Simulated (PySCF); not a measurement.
# BBr: NMR shieldings, spin-spin couplings, relativistic core levels, part 2 of 2

PySCF 2.14.0. Atoms count from 0.

## 10. Relativistic core levels: PBE0/pcJ-1 Br:dyall-v2z, spin-free

Job settings and geometry (Å):

```
{"job": {"kind": "hxps", "xc": "PBE0", "basis": {"default": "pcJ-1", "Br": "dyall-v2z"}, "rel": "sf", "holes": [[1, "3d"]]}, "charge": 0, "multiplicity": 1}
B      0.984318    -0.044701    -0.014242
Br    -0.906231     0.007169    -0.035717
```

Method: PBE0/pcJ-1 Br:dyall-v2z core ionisation, delta-SCF with one localised hole, spin-free X2C, Gaussian nuclei, gas phase.

The program printed:

```text
spin-free SCF
coarse grid: 12512 points
cycle   1  E = -2630.7441531910  dE =  1.041e-02  |g| = 2.530e-01  |ddm| = 1.318e+00
cycle   2  E = -2630.7287393458  dE =  1.541e-02  |g| = 2.744e-01  |ddm| = 4.443e-01
cycle   3  E = -2630.7524642188  dE = -2.372e-02  |g| = 1.030e-01  |ddm| = 3.919e-01
cycle   4  E = -2630.7545210348  dE = -2.057e-03  |g| = 2.565e-02  |ddm| = 7.838e-02
cycle   5  E = -2630.7546080140  dE = -8.698e-05  |g| = 1.189e-03  |ddm| = 1.957e-02
cycle   6  E = -2630.7546084416  dE = -4.276e-07  |g| = 2.298e-04  |ddm| = 1.436e-03
final grid: 24288 points
cycle   7  E = -2630.7547578439  dE = -8.250e-08  |g| = 5.556e-04  |ddm| = 4.265e-04
cycle   8  E = -2630.7547578455  dE = -1.615e-09  |g| = 1.246e-04  |ddm| = 1.922e-04
cycle   9  E = -2630.7547578462  dE = -7.217e-10  |g| = 1.111e-04  |ddm| = 1.183e-04
cycle  10  E = -2630.7547578469  dE = -6.989e-10  |g| = 9.667e-06  |ddm| = 4.540e-05
converged SCF energy = -2630.7547578469
two-component SCF
cycle   1  E = -2630.7547578466  dE = -2.631e+03  |FDS-SDF| = 9.667e-06
cycle   2  E = -2630.7547578466  dE = -6.821e-12  |FDS-SDF| = 8.694e-06
converged, E = -2630.7547578466

Field gradients (au) and densities at the nuclei (bohr^-3)
atom        Vxx        Vyy        Vzz        centre      nuclear mean
  0 B      0.2010     0.2010    -0.4020         71.791         71.790
  1 Br    -0.9694    -0.9695     1.9389      40814.345      40754.591
without picture change
  1 Br                           2.0016                     66242.035

Core orbital energies (eV)
atom   shell        mean    spread
  1 Br 1s       -13365.905   0.000
  1 Br 2s        -1755.110   0.000
  1 Br 3s         -248.106   0.000
  1 Br 4s          -23.380   0.000
  1 Br 2p1/2     -1546.883   0.000
  1 Br 2p3/2     -1546.856   0.000
  1 Br 3p1/2      -181.809   0.000
  1 Br 3p3/2      -181.684   0.000
  1 Br 3d3/2       -71.871   0.048
  1 Br 3d5/2       -71.780   0.101

hole in 3d5/2 of atom 1
cycle   1  E = -2627.5516761507  dE = -2.628e+03  |FDS-SDF| = 2.209e+00
cycle   2  E = -2627.6470131422  dE = -9.534e-02  |FDS-SDF| = 2.213e+00
cycle   3  E = -2627.9101822489  dE = -2.632e-01  |FDS-SDF| = 1.092e-01
cycle   4  E = -2627.9114513809  dE = -1.269e-03  |FDS-SDF| = 1.886e-02
cycle   5  E = -2627.9115139249  dE = -6.254e-05  |FDS-SDF| = 5.898e-03
cycle   6  E = -2627.9115227015  dE = -8.777e-06  |FDS-SDF| = 1.269e-03
cycle   7  E = -2627.9115232889  dE = -5.874e-07  |FDS-SDF| = 2.799e-04
cycle   8  E = -2627.9115233687  dE = -7.982e-08  |FDS-SDF| = 1.004e-04
converged, E = -2627.9115233687

Core binding energies (eV)
atom   line    delta-SCF   -orbital   splitting
  1 Br 3d         77.337      71.82         -
```

Wall time 4.1 s (1 thread of Arm Neoverse V1, shared host); peak memory 0.51 GiB.

## 11. Relativistic core levels: PBE0/pcJ-1 Br:dyall-v2z, non-relativistic

Job settings and geometry (Å):

```
{"job": {"kind": "hxps", "xc": "PBE0", "basis": {"default": "pcJ-1", "Br": "dyall-v2z"}, "rel": "nr", "holes": [[1, "3d"]]}, "charge": 0, "multiplicity": 1}
B      0.984318    -0.044701    -0.014242
Br    -0.906231     0.007169    -0.035717
```

Method: PBE0/pcJ-1 Br:dyall-v2z core ionisation, delta-SCF with one localised hole, non-relativistic, Gaussian nuclei, gas phase.

The program printed:

```text
non-relativistic SCF
coarse grid: 12512 points
cycle   1  E = -2598.5684802973  dE = -2.130e+01  |g| = 2.204e+00  |ddm| = 1.440e+00
cycle   2  E = -2598.5785992075  dE = -1.012e-02  |g| = 8.277e-01  |ddm| = 3.391e-01
cycle   3  E = -2598.5951097546  dE = -1.651e-02  |g| = 3.358e-01  |ddm| = 3.096e-01
cycle   4  E = -2598.6003265182  dE = -5.217e-03  |g| = 2.769e-02  |ddm| = 1.442e-01
cycle   5  E = -2598.6005223367  dE = -1.958e-04  |g| = 1.738e-02  |ddm| = 4.800e-02
cycle   6  E = -2598.6005972673  dE = -7.493e-05  |g| = 1.144e-03  |ddm| = 1.788e-02
cycle   7  E = -2598.6005975262  dE = -2.589e-07  |g| = 1.062e-04  |ddm| = 1.325e-03
final grid: 24288 points
cycle   8  E = -2598.6005956226  dE = -4.377e-09  |g| = 1.475e-04  |ddm| = 4.257e-04
cycle   9  E = -2598.6005956138  dE =  8.785e-09  |g| = 2.506e-04  |ddm| = 4.512e-04
cycle  10  E = -2598.6005956292  dE = -1.538e-08  |g| = 1.459e-05  |ddm| = 2.396e-04
cycle  11  E = -2598.6005956292  dE = -6.366e-11  |g| = 1.876e-06  |ddm| = 2.376e-05
converged SCF energy = -2598.6005956292
two-component SCF
cycle   1  E = -2598.6005956292  dE = -2.599e+03  |FDS-SDF| = 1.876e-06
cycle   2  E = -2598.6005956292  dE = -9.095e-13  |FDS-SDF| = 2.087e-06
converged, E = -2598.6005956292

Field gradients (au) and densities at the nuclei (bohr^-3)
atom        Vxx        Vyy        Vzz        centre      nuclear mean
  0 B      0.2028     0.2028    -0.4056         71.566         71.565
  1 Br    -0.9034    -0.9035     1.8069      29275.901      29252.073

Core orbital energies (eV)
atom   shell        mean    spread
  1 Br 1s       -13149.396   0.000
  1 Br 2s        -1704.914   0.000
  1 Br 3s         -239.747   0.000
  1 Br 4s          -22.730   0.000
  1 Br 2p1/2     -1535.387   0.000
  1 Br 2p3/2     -1535.361   0.000
  1 Br 3p1/2      -180.061   0.000
  1 Br 3p3/2      -179.938   0.000
  1 Br 3d3/2       -73.556   0.046
  1 Br 3d5/2       -73.468   0.098

hole in 3d5/2 of atom 1
cycle   1  E = -2595.3335640501  dE = -2.595e+03  |FDS-SDF| = 2.212e+00
cycle   2  E = -2595.4332893694  dE = -9.973e-02  |FDS-SDF| = 2.189e+00
cycle   3  E = -2595.6920289162  dE = -2.587e-01  |FDS-SDF| = 1.053e-01
cycle   4  E = -2595.6932007766  dE = -1.172e-03  |FDS-SDF| = 1.963e-02
cycle   5  E = -2595.6932715880  dE = -7.081e-05  |FDS-SDF| = 6.077e-03
cycle   6  E = -2595.6932810898  dE = -9.502e-06  |FDS-SDF| = 1.220e-03
cycle   7  E = -2595.6932816409  dE = -5.510e-07  |FDS-SDF| = 2.749e-04
cycle   8  E = -2595.6932817160  dE = -7.519e-08  |FDS-SDF| = 9.729e-05
converged, E = -2595.6932817160

Core binding energies (eV)
atom   line    delta-SCF   -orbital   splitting
  1 Br 3d         79.082      73.50         -
```

Wall time 3.9 s (1 thread of Arm Neoverse V1, shared host); peak memory 0.52 GiB.

## 12. Shieldings side by side

```
                                              run     Br1     B0   time
      step 3, PBE0/pcJ-1 Br:dyall-v2z, spin–orbit  1309.3  -60.3   11 s
step 6, PBE0/pcJ-1 Br:dyall-v2z, non-relativistic  1068.4  -58.7  2.7 s
       step 8, PBE0/pcJ-1 Br:dyall-v2z, spin-free  1009.5  -56.0    3 s
```

## 13. Summary of results

This closing draws on all 2 parts.

| quantity | value |
| --- | --- |
| point group | Cinfv |
| rotational constants (main isotopes) | 14.62, 14.62 GHz |
| energy from spin-orbit coupling (step 3, PBE0/pcJ-1 Br:dyall-v2z, spin–orbit) | -0.0780 Eh |
| shieldings (step 3, PBE0/pcJ-1 Br:dyall-v2z, spin–orbit) | B0 -60.3, Br1 1309.3 ppm |
| surface potential, 1st and 99th percentile | -1.15 V and 0.82 V |
| energy from spin-orbit coupling (step 4, PBE0/pcJ-1 Br:dyall-v2z, spin–orbit) | -0.0780 Eh |
| largest reduced coupling (step 4, PBE0/pcJ-1 Br:dyall-v2z, spin–orbit) | Br1–B0: J = -434.1 Hz, K = -448·10¹⁹ T²/J |
| Br1 3d5/2 binding energy (step 5, PBE0/pcJ-1 Br:dyall-v2z, spin–orbit) | 77.2 eV, 3d3/2 78.3 eV |
| energy from spin-orbit coupling (step 5, PBE0/pcJ-1 Br:dyall-v2z, spin–orbit) | -0.0780 Eh |
| shieldings (step 6, PBE0/pcJ-1 Br:dyall-v2z, non-relativistic) | B0 -58.7, Br1 1068.4 ppm |
| largest reduced coupling (step 7, PBE0/pcJ-1 Br:dyall-v2z, non-relativistic) | Br1–B0: J = -407.2 Hz, K = -420·10¹⁹ T²/J |
| shieldings (step 8, PBE0/pcJ-1 Br:dyall-v2z, spin-free) | B0 -56.0, Br1 1009.5 ppm |
| largest reduced coupling (step 9, PBE0/pcJ-1 Br:dyall-v2z, spin-free) | Br1–B0: J = -436.1 Hz, K = -450·10¹⁹ T²/J |
| Br1 3d binding energy (step 10, PBE0/pcJ-1 Br:dyall-v2z, spin-free) | 77.3 eV |
| Br1 3d binding energy (step 11, PBE0/pcJ-1 Br:dyall-v2z, non-relativistic) | 79.1 eV |

Over 4 steps the energy fell by 0.097 eV; of the close pairs, B0–Br1 changed most, 1.794 to 1.891 Å. In step 3, Br1 has the widest tensor, 3271 ppm. Br1 moves most between the runs, by 300 ppm; the labels say what changes from run to run.
